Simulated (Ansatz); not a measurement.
# AlNi: the cost of one run

Program: Ansatz 0.2.0 through its Python package. Level of theory: DFT PBEsol, plane waves, norm-conserving potentials. These are calculated values, not measurements.

**1. The system**

The structure is orthorhombic, space group Cmmm (No. 65). The conventional cell has a = 3.877 Å, b = 3.906 Å, c = 3.099 Å, α = 90.00°, β = 90.00°, γ = 90.00°. Al (site symmetry mmm) has 8 Ni at 2.48 to 2.49 Å and 4 Al at 2.75 Å as nearest neighbours. Ni (site symmetry mmm) has 8 Al at 2.48 to 2.49 Å and 4 Ni at 2.75 Å as nearest neighbours.

The script holds or builds the structure itself.

**2. The script**

alni.py reads:

```python
'''SCF run for AlNi.'''

import itertools
import warnings

import ansatz as az
import matplotlib.pyplot as plt
import numpy as np

FUNCTIONAL = 'PBEsol'
MESH = (10, 10, 9)
SIGMA = 0.2

warnings.simplefilter('ignore', az.DeckWarning)

vectors = np.array([
    [1.938694, -1.95319, 0.0],
    [1.938694, 1.95319, 0.0],
    [0.0, 0.0, 3.09943],
])
structure = (
    az.Lattice.of(vectors)
    .atom('Al', (0.0, 0.0, 0.0))
    .atom('Ni', (0.5, 0.5, 0.5))
    .moments(Ni=1.5)
)

# functional, basis and sampling
calculation = (
    structure.calculation()
    .functional(FUNCTIONAL)
    .pseudopotentials('nc')
    .kpoints(mesh=MESH)
    .occupations(az.OccupationsMethod.COLD, width=SIGMA)
    .spin(az.SpinTreatment.COLLINEAR)
    .scf(lower_state_search='standard')
    .density()
)
with warnings.catch_warnings(record=True) as caught:
    warnings.simplefilter('always')
    out = calculation.run(threads=1, backend='cpu')
print('warnings raised:', sorted(w.category.__name__ for w in caught) or 'none')
data = out.report

print(f'free energy      {data["free_energy_ev"]:.5f} eV')
print(f'per atom         {data["free_energy_ev"] / len(out.lattice.sites):.5f} eV')
print(f'SCF iterations   {data["n_iterations"]}  (converged: {data["converged"]})')

print('site moments (muB):', [round(m, 2) for m in data['site_moments_mub']])
print('electrons up, down:', [round(n, 3) for n in data['spin_occupation_sums']])

# valence electrons inside a sphere about each atom
rho = out.density()
total = sum(channel.density_e_per_ang3 for channel in rho.channels[:2])
grid_cell = np.asarray(rho.fft_grid_basis) @ out.lattice.cell_ang
mesh = np.stack(np.meshgrid(*[np.arange(n) / n for n in rho.dims], indexing='ij'), axis=-1)
for site in out.lattice.sites:
    offset = mesh - site.position_ang @ np.linalg.inv(grid_cell)
    offset -= offset.round()
    distance = np.min([np.linalg.norm((offset + shift) @ grid_cell, axis=-1) for shift in itertools.product((-1, 0, 1), repeat=3)], axis=0)
    inside = [total[distance < radius].sum() * rho.cell_volume_ang3 / total.size for radius in (0.8, 1.0, 1.2)]
    print(site.symbol, 'electrons within 0.8, 1.0, 1.2 A:', np.round(inside, 2))

# accept the result only where the loop met its thresholds and nothing is doubted
problems = list(data['published_state_doubts'])
if not data['converged'] or data.get('closed_by') != 'deck_thresholds':
    problems.append('loop closed by ' + str(data.get('closed_by')))
print('accepted' if not problems else f'check before use: {problems}')

field = sum(channel.density_e_per_ang3 for channel in out.density().channels[:2])
fig, ax = plt.subplots(figsize=(4, 3.4))
shown = ax.imshow(np.log10(np.clip(field[:, :, 0].T, 1e-3, None)), origin='lower', extent=(0, 1, 0, 1))
fig.colorbar(shown, label='log10 density (e/A^3)')
ax.set(xlabel='fraction of grid vector 1', ylabel='fraction of grid vector 2')
fig.savefig('density_plane.png', dpi=100)
print(f'plane through the origin: {field[:, :, 0].min():.4f} to {field[:, :, 0].max():.4f} e/A^3')
```

**3. The run**

The run is started by

```console
> python alni.py
```

Q: Estimate wall time and peak memory on 1 thread of Arm Neoverse V1, shared host.

About 48 s, with a peak of 0.7 GiB.
